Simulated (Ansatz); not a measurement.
# C2H5FN2Si: the cost of one run

Method: RKS PBE0/STO-3G, in Ansatz 0.2.0.

## 1. The starting structure

Bond lengths: N1–C2 1.223 Å, C2–C3 1.500 Å, C3–N4 1.368 Å, C3–F5 1.382 Å, C3–Si6 1.896 Å, N4–H7 1.018 Å, N4–H8 1.033 Å, Si6–H9 1.508 Å, Si6–H10 1.515 Å, Si6–H11 1.475 Å. Angles (14 of 16 angles, heavy atoms first): N1–C2–C3 178.2°, C2–C3–N4 113.6°, C2–C3–F5 106.4°, C2–C3–Si6 110.0°, N4–C3–F5 105.6°, N4–C3–Si6 113.2°, F5–C3–Si6 107.5°, C3–N4–H7 110.4°, C3–N4–H8 110.4°, C3–Si6–H9 114.1°, C3–Si6–H10 110.2°, C3–Si6–H11 112.9°, H7–N4–H8 104.1°, H9–Si6–H10 105.1°.

Structure file:

```xyz
11

N     1.1718   -2.5412    0.1634
C     0.7105   -1.4468   -0.1265
C     0.1046   -0.1249   -0.4943
N    -1.1862   -0.2177   -0.9391
F     0.8336    0.3543   -1.5659
Si    0.3153    1.1035    0.9348
H    -1.2203   -0.7172   -1.8253
H    -1.7460   -0.8036   -0.2987
H     1.7343    1.2365    1.4266
H    -0.4781    0.6444    2.1405
H    -0.1741    2.4557    0.6051
```

## 2. Relaxing the start

input.yaml

```yaml
crystal:
  periodic: [false, false, false]
  atoms:
    - { symbol: "N", position_ang: [1.1718, -2.5412, 0.1634] }
    - { symbol: C, position_ang: [0.7105, -1.4468, -0.1265] }
    - { symbol: C, position_ang: [0.1046, -0.1249, -0.4943] }
    - { symbol: "N", position_ang: [-1.1862, -0.2177, -0.9391] }
    - { symbol: F, position_ang: [0.8336, 0.3543, -1.5659] }
    - { symbol: Si, position_ang: [0.3153, 1.1035, 0.9348] }
    - { symbol: H, position_ang: [-1.2203, -0.7172, -1.8253] }
    - { symbol: H, position_ang: [-1.746, -0.8036, -0.2987] }
    - { symbol: H, position_ang: [1.7343, 1.2365, 1.4266] }
    - { symbol: H, position_ang: [-0.4781, 0.6444, 2.1405] }
    - { symbol: H, position_ang: [-0.1741, 2.4557, 0.6051] }
basis:
  gaussian: { orbitals: STO-3G }
hamiltonian:
  xc: pbe0
relax:
  f_tol: 0.02
  max_steps: 40
scf:
  lower_state_search: "off"
output:
  orbitals: {}
```

The run is started by

```console
ansatz run input.yaml --threads 1 --pin off --max-ram 2048MiB --backend cpu --events-out ev --progress --plain --runs-dir out
```

**Question.** How long does this run take on 1 thread of Intel Xeon Platinum 8488C (Sapphire Rapids), shared host, and how much memory does it need?

About 13 s, with a peak of 0.16 GiB.
